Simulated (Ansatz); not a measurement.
# Tin, simple cubic under PBEsol: ground state and equation of state

Aim: take tin in the simple cubic structure, relax it, solve it on a dense k-mesh, then scale the cell to 7 volumes from 88 to 112 % of the relaxed one and try a fit of the equation of state. Spin polarisation is left out. The k-meshes are 10×10×10 for the relaxation; 17×17×17 for the dense run; 12×12×12 for the volumes.

Computed with Ansatz 0.2.0 (DFT PBEsol, plane waves (420 eV) with PAW, scalar-relativistic; PBE-made PAW files, unless a step says otherwise).

**1. The structure to begin with**

It takes space group Pm-3m (No. 221, cubic). Conventional cell: a = 3.117 Å, b = 3.117 Å, c = 3.117 Å, α = 90.00°, β = 90.00°, γ = 90.00°. Around Sn (site symmetry m-3m) lie 6 Sn at 3.12 Å.

Structure file:

```
CELL_PARAMETERS angstrom
3.11679 0.00000 0.00000
0.00000 3.11679 0.00000
0.00000 0.00000 3.11679
ATOMIC_POSITIONS crystal
Sn 0.00000 0.00000 0.00000
```

**2. Geometry optimisation**

input.yaml reads:

```yaml
crystal:
  lattice:
    - [3.11678992, 0.0, 0.0]
    - [0.0, 3.11678992, 0.0]
    - [0.0, 0.0, 3.11678992]
  atoms:
    - { symbol: Sn, position: [0.0, 0.0, 0.0] }
hamiltonian:
  xc: pbesol
  pseudopotentials:
    kind: paw
    azcp:
      Sn: "pseudopotentials/Sn.paw.azcp"
basis:
  ecutwfc: 420
  fft_grid_basis: typed
kpoints:
  mp_grid: { grid: [10, 10, 10], shift: [0, 0, 0] }
magnetization:
  spin_polarized: false
scf:
  occupations: { method: fermi_dirac, width: 0.1 }
relax:
  max_steps: 60
  f_tol: 0.01
  cell: {}
```

The runs that follow: The energy on a finer k-mesh; At 88 % of the relaxed volume; At 92 % of the relaxed volume; At 96 % of the relaxed volume; At 100 % of the relaxed volume; At 104 % of the relaxed volume; At 108 % of the relaxed volume; At 112 % of the relaxed volume.

**Question.** What will these runs give? Wanted: space group; conventional cell; volume; shortest distance; gap on the mesh; relative to beta-Sn; highest ELF outside the cores; V₀, B₀, B₀′.

**Answer**, as computed:

```
                       quantity                               value
 space group (spins left aside)                     Pm-3m (No. 221)
              conventional cell                         a = 3.029 Å
                         volume                      27.785 Å³/atom
              shortest distance                             3.029 Å
                gap on the mesh        none (levels filled in part)
relative to beta-Sn (white tin)                        +43 meV/atom
  highest ELF outside the cores  0.51, 1.51 Å from the nearest atom
                    V₀, B₀, B₀′         27.906 Å³/atom, 54 GPa, 4.8
```

**Reading.** The relaxation shrank the cell by 8.2 % in volume. Against the reference form of tin (beta-Sn (white tin), computed apart with the same settings) it stands 43 meV/atom higher. No gap shows: it is a metal or semimetal at this level. The fitted modulus is 54 GPa. Relaxation kept the symmetry; phonons were not checked.
